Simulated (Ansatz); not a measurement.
# WC (Qusongite): the cost of one run

Method: DFT, levels as named, plane waves, PAW, in Ansatz 0.2.0.

## Step 1: Starting point

The structure is hexagonal, space group P-6m2 (No. 187). The conventional cell has a = 2.907 Å, b = 2.907 Å, c = 2.837 Å, α = 90.00°, β = 90.00°, γ = 120.00°. W (site symmetry -6m2) has 6 C at 2.20 Å as nearest neighbours. C (site symmetry -6m2) has 6 W at 2.20 Å as nearest neighbours.

Coordinates:

```
W C
1.0
     2.90650    0.00000    0.00000
    -1.45325    2.51710    0.00000
     0.00000    0.00000    2.83660
W C
1 1
Direct
  0.00000 0.00000 0.00000
  0.66667 0.33333 0.50000
```

## Step 2: PBE: cell and atoms

File input.yaml:

```yaml
crystal:
  lattice:
    - [2.9065, 0.0, 0.0]
    - [-1.45325, 2.51710284, 0.0]
    - [0.0, 0.0, 2.8366]
  atoms:
    - { symbol: W, position: [0.0, 0.0, 0.0] }
    - { symbol: C, position: [0.66666667, 0.33333333, 0.5] }
  symmetry: { tolerance: 0.0003 }
hamiltonian:
  xc: pbe
  pseudopotentials: { kind: paw, azcp: { folder: soft_1 } }
basis:
  ecutwfc: 420
magnetization:
  spin_polarized: false
scf:
  occupations: { method: fermi_dirac, width: 0.1 }
kpoints:
  mp_grid: { grid: [12, 12, 11], shift: [0, 0, 0] }
output:
  forces: true
  stress: true
  eigenvalues: true
relax:
  max_steps: 60
  cell: {}
```

Command:

```
$ ansatz run input.yaml --threads 2 --pin off --max-ram 5632MiB --backend cpu --events-out ev --progress --plain --runs-dir out
```

**Question.** How long does this run take on 2 threads of Arm Neoverse V1, shared host, and how much memory does it need?

About 11 s, with a peak of 0.33 GiB.
